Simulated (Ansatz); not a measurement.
# BH₆NOSiZn: a ladder of functionals and wavefunction methods

The task here is to estimate one member of a computed series from the others.

Method: functionals in def2-TZVPP, the program's frozen cores in correlated methods; program: Ansatz 0.2.0, Gaussian basis.

Plan: LDA (SPW92), PBE-D4, revPBE-D4, BLYP-D4, r2SCAN-D4, B97M-V, PBE0-D4, B3LYP-D4, r2SCANh-D4, r2SCAN0-D4, HSE06-D4, BHLYP-D4, CAM-B3LYP-D4, LC-ωPBE, ωB97X-V, ωB97M-V, B2PLYP, PBE-QIDH; CCSD(T)/def2-SVP; CCSD(T)/def2-TZVPP; MP2/def2-QZVPP; extrapolation to the limit; RPA on PBE.

**Structure used throughout**

An earlier PBE0-D4 in a triple-zeta def2 set relaxation fixed the geometry.

SMILES `[OH][Zn][NH]B[SiH3]`, 11 atoms, charge 0, spin multiplicity 1.

Atoms are counted from 1 here; the program's logs count them from 0.

Bond lengths: O1–Zn2 1.774 Å, O1–H6 0.959 Å, Zn2–N3 1.847 Å, N3–B4 1.388 Å, N3–H7 1.011 Å, B4–Si5 2.021 Å, B4–H8 1.201 Å, Si5–H9 1.490 Å, Si5–H10 1.490 Å, Si5–H11 1.523 Å. Angles: Zn2–O1–H6 114.5°, O1–Zn2–N3 169.1°, Zn2–N3–B4 121.3°, Zn2–N3–H7 120.8°, B4–N3–H7 117.9°, N3–B4–Si5 114.0°, N3–B4–H8 121.4°, Si5–B4–H8 124.6°, B4–Si5–H9 116.5°, B4–Si5–H10 116.6°, B4–Si5–H11 104.0°, H9–Si5–H10 107.8°, H9–Si5–H11 105.3°, H10–Si5–H11 105.4°.

Coordinates:

```xyz
11

O    -2.97207    0.78837    0.83181
Zn   -1.38590    0.86029    0.04067
N     0.14084    1.22817   -0.93133
B     1.25422    0.40104   -0.86733
Si    1.02885   -1.18989    0.35824
H    -3.09165    0.03783    1.41611
H     0.19081    2.04229   -1.52887
H     2.24818    0.63944   -1.49862
H     1.05392   -2.53387   -0.28413
H     1.91556   -1.24108    1.55434
H    -0.38274   -1.03258    0.90912
```

Set-up of the first run:

Input file in.yaml:

```yaml
crystal:
  periodic: [false, false, false]
  atoms:
    - {symbol: O, position_ang: [-2.972068, 0.788367, 0.831810]}
    - {symbol: Zn, position_ang: [-1.385901, 0.860292, 0.040672]}
    - {symbol: N, position_ang: [0.140841, 1.228169, -0.931329]}
    - {symbol: B, position_ang: [1.254222, 0.401043, -0.867333]}
    - {symbol: Si, position_ang: [1.028854, -1.189891, 0.358238]}
    - {symbol: H, position_ang: [-3.091651, 0.037832, 1.416107]}
    - {symbol: H, position_ang: [0.190805, 2.042288, -1.528870]}
    - {symbol: H, position_ang: [2.248181, 0.639439, -1.498622]}
    - {symbol: H, position_ang: [1.053920, -2.533870, -0.284134]}
    - {symbol: H, position_ang: [1.915561, -1.241078, 1.554336]}
    - {symbol: H, position_ang: [-0.382743, -1.032581, 0.909125]}
basis:
  gaussian: {orbitals: def2-TZVPP}
hamiltonian: {xc: lda}
output: {orbitals: {seedname: orbitals}}
```

Started as:

```
$ ansatz run in.yaml --threads 4 --pin off --events-out ev --progress --plain --max-ram 10444MiB
```

Among the steps run: LDA; PBE-D4 (GGA); revPBE-D4 (GGA); BLYP-D4 (GGA); r2SCAN-D4 (meta-GGA); B97M-V (meta-GGA); PBE0-D4 (hybrid); B3LYP-D4 (hybrid); r2SCANh-D4 (hybrid); r2SCAN0-D4 (hybrid); HSE06-D4 (hybrid); BHLYP-D4 (hybrid); CAM-B3LYP-D4 (range-separated); LC-ωPBE (range-separated); ωB97X-V (range-separated); ωB97M-V (range-separated); B2PLYP (double hybrid); PBE-QIDH (double hybrid).

One table of the session follows, with a row left open; its other results are not shown here.

It belongs to the step «Frontier levels by functional». 

```
  functional  HOMO (eV)  gap (eV)
 LDA (SPW92)      -6.69      4.79
      PBE-D4      -6.59      4.93
   revPBE-D4      -6.51      4.95
     BLYP-D4      -6.49      4.97
   r2SCAN-D4      -6.82      5.41
      B97M-V      -6.94      5.45
     PBE0-D4      -7.78      7.06
    B3LYP-D4          ?         ?
  r2SCANh-D4      -7.27      6.19
  r2SCAN0-D4      -7.94      7.35
    HSE06-D4      -7.38      6.28
    BHLYP-D4      -8.94      9.05
CAM-B3LYP-D4      -9.15      9.38
     LC-ωPBE     -10.47     11.97
     ωB97X-V     -10.13     11.42
     ωB97M-V      -9.94     10.86
```

Q: Estimate the row for B3LYP-D4 from the others.

Worked estimate for «HOMO (eV)». Against the share of exact exchange, BLYP-D4 (0, -6.49), BHLYP-D4 (0.5, -8.94) give a slope of -4.90 per unit share; at 0.2 the line stands at -7.47.

The run gave: HOMO (eV): -7.61; gap (eV): 6.65. In «HOMO (eV)» the line misses by +0.14.
